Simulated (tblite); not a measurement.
# C14H26HgO2S3: the cost of one run

Computed with tblite 0.8.0 and PySCF 2.14.0 and routines of our own; the level stands in each step. Atoms count from 0.

1 further run of the same task is left out (for a known fault of the program).

### 1 The starting structure

46 atoms, charge 2, multiplicity 1; geometry from: force field, distance geometry or constructed start.

### 2 Geometry optimisation with GFN2-xTB

The job: settings as JSON, then the geometry in Å.

```
{"job": {"kind": "relax", "xc": "GFN2-xTB", "basis": "xTB"}, "charge": 2, "multiplicity": 1}
C     -4.766100    -0.410800    -0.436100
C     -4.535500     1.032800     0.004100
C     -3.404200     1.123200     1.045800
C     -2.107200     0.455400     0.587000
S     -1.277300     1.471100    -0.701600
C     -0.048600     2.334100     0.328600
C      0.890300     3.231200    -0.489400
S      2.088500     2.333100    -1.540100
C      3.288900     1.792300    -0.272700
C      4.472900     1.040200    -0.876400
S      4.075500    -0.662400    -1.417500
C      4.190800    -1.524200     0.193600
C      3.373900    -2.817000     0.232200
O      2.079600    -2.608200     0.785300
C      1.084500    -2.283600    -0.188900
C     -0.236800    -2.017000     0.528600
O     -1.213300    -1.631600    -0.436700
C     -2.373100    -1.007600     0.122100
C     -3.490800    -1.073300    -0.921900
Hg     1.581800     0.956000     2.501800
H     -5.526500    -0.424200    -1.228700
H     -5.181800    -0.983500     0.404100
H     -5.452600     1.441200     0.445600
H     -4.299300     1.645000    -0.863500
H     -3.235900     2.178300     1.311200
H     -3.756100     0.632500     1.968300
H     -1.426800     0.422400     1.450100
H     -0.598000     2.961600     1.041200
H      0.526200     1.601500     0.906600
H      1.462300     3.875700     0.193300
H      0.311700     3.896500    -1.133700
H      3.663100     2.699500     0.217000
H      2.780800     1.189600     0.484500
H      5.287800     0.979100    -0.139000
H      4.879500     1.587200    -1.742800
H      5.253100    -1.754700     0.335300
H      3.868500    -0.855400     0.994100
H      3.878400    -3.500900     0.918100
H      3.325100    -3.337400    -0.739100
H      0.966800    -3.116200    -0.893300
H      1.371700    -1.401300    -0.753200
H     -0.569400    -2.921900     1.052700
H     -0.071700    -1.238400     1.272000
H     -2.694400    -1.597400     0.988100
H     -3.695300    -2.123400    -1.168600
H     -3.164200    -0.614200    -1.868700
```

On the command line:

```bash
> OMP_NUM_THREADS=2 python large_run.py task.json out
```

One launch serves the whole session: the jobs run in the order shown.

**Question.** How long does this first job take on 2 threads of Arm Neoverse V2, shared host, and how much memory does it need?

About 6.7 s, with a peak of 0.18 GiB.
